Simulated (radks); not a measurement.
# Ga³⁺ in [Ar] 3d10: an all-electron calculation

One table from this session's results is given with a row withheld; the runs are named, their logs left out.

The numbers are computed with radks (a radial shooting solver on a logarithmic mesh, Libxc functionals) version 1 (scalar-relativistic Kohn-Sham, BLYP, spin-unpolarised, spherical densities, point nucleus), except any that are marked as measured or tabulated.

**The atom as given**

| Item | Value |
| --- | --- |
| element | gallium (Z = 31) |
| charge | +3 |
| electrons | 28 |
| configuration | [Ar] 3d10 |

Outer shells as boxes (Hund's rule):

Ga³⁺
```
[Ar] core
3d [↑↓][↑↓][↑↓][↑↓][↑↓]
```

The first run:

Input:

```text
Z 31
configuration [Ar] 3d10
relativity scalar-relativistic
functional b88,lyp
spin unpolarised
nucleus point
c 137.035999084
```

One table of the session follows, with a row left open; its other results are not shown here.

From the orbitals of this run (lengths in bohr):

```
level      <r>  outermost maximum (interpolated)  90 % within  nodes
   1s  0.04860                            0.0318       0.0868      0
   2s   0.2178                             0.182        0.337      1
   2p   0.1907                             0.146        0.312      0
   3s        ?                                 ?            ?      ?
   3p   0.6787                             0.567         1.05      1
   3d   0.7888                             0.532         1.35      0
```

Q: Estimate the row for 3s from the others.

The run gave: <r>: 0.6519; outermost maximum (interpolated): 0.564; 90 % within: 0.977; nodes: 2. In the column «<r>» it lies between 2s (0.2178) and 3p (0.6787).
